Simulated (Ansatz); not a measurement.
# AlFH2Se: rigid scan of one bond length, by script

How does the energy of AlFH2Se change as one bond is stretched? A script is to give a rigid scan of one bond length; the system is AlFH2Se.

Computed with the Python package of Ansatz 0.2.0. Level of theory: PBE0/def2-SVP.

## 1. The system

Bond lengths: F1–Al2 1.764 Å, Al2–Se3 2.389 Å, Al2–H4 1.599 Å, Se3–H5 1.517 Å. Angles: F1–Al2–Se3 120.5°, F1–Al2–H4 121.7°, Se3–Al2–H4 117.7°, Al2–Se3–H5 91.8°.

The script holds or builds the structure itself.

## 2. The code

File scan_alfh2se.py:

```python
"""Potential curve of AlFH2Se along one bond."""

import logging
import sys
import warnings

import ansatz
import numpy as np

logging.basicConfig(stream=sys.stdout, format="%(levelname)s:%(name)s:%(message)s")
log = logging.getLogger("ansatz_job")
log.setLevel(logging.INFO)

GEOMETRY = """
F    -1.55980   -0.40480    1.44110
Al   -0.21640   -0.59450    0.31400
Se    1.28600    1.21730   -0.09780
H     0.07670   -1.98540   -0.41810
H     0.46340    1.69380   -1.28060
"""

warnings.simplefilter("ignore", ansatz.DeckWarning)

molecule = ansatz.Crystal.molecule()
for line in GEOMETRY.strip().splitlines():
    symbol, *xyz = line.split()
    molecule = molecule.atom(symbol, [float(v) for v in xyz])

symbols = [site.symbol for site in molecule.cartesian_sites]
start = np.array([site.position_ang for site in molecule.cartesian_sites])
axis = (start[3] - start[1]) / np.linalg.norm(start[3] - start[1])
moving = [3]
lengths, energies = [1.36, 1.47, 1.6, 1.76, 2.0, 2.4, 2.88, 3.52], []
for length in lengths:
    xyz = start.copy()
    xyz[moving] += (length - np.linalg.norm(start[3] - start[1])) * axis
    point = ansatz.Crystal.molecule()
    for symbol, xyz in zip(symbols, xyz):
        point = point.atom(symbol, xyz.tolist())
    calculation = point.calculation()
    calculation = calculation.basis(gaussian="def2-SVP")
    calculation = calculation.functional("pbe0")
    report = calculation.run(threads=1, pin="off").report
    energies.append(report["free_energy_ev"])
    log.info(f"r = {length:6.3f} A  E = {energies[-1]:.5f} eV  <S^2> = {abs(report['mean_field']['state']['spin_squared']):.3f}")

print("energy above the lowest point (eV):", [round(e - min(energies), 3) for e in energies])
```

## 3. The run

Started as:

```
> python scan_alfh2se.py
```

**Question.** What results will this script give? Wanted: range of energy; lowest point, distance.

As calculated:

| quantity | value |
| --- | --- |
| runs compared | 8 |
| range of energy | 4.225 eV |
| lowest point, distance (Å) | 1.60 |

What this shows: The curve has its lowest point inside the range, at 1.60. The ends stand 0.426 and 4.23 eV above it. The distance scanned is the script's pair 1, 3. What to keep in mind:
- The rest of the molecule is held rigid at a force-field or estimated start geometry, and the basis set is modest; single-reference methods fail as a bond breaks.
- The orbitals are restricted, so S² is zero by construction.
- Toward dissociation an unrestricted state lies under the restricted one, by 1 to 2 eV or more.
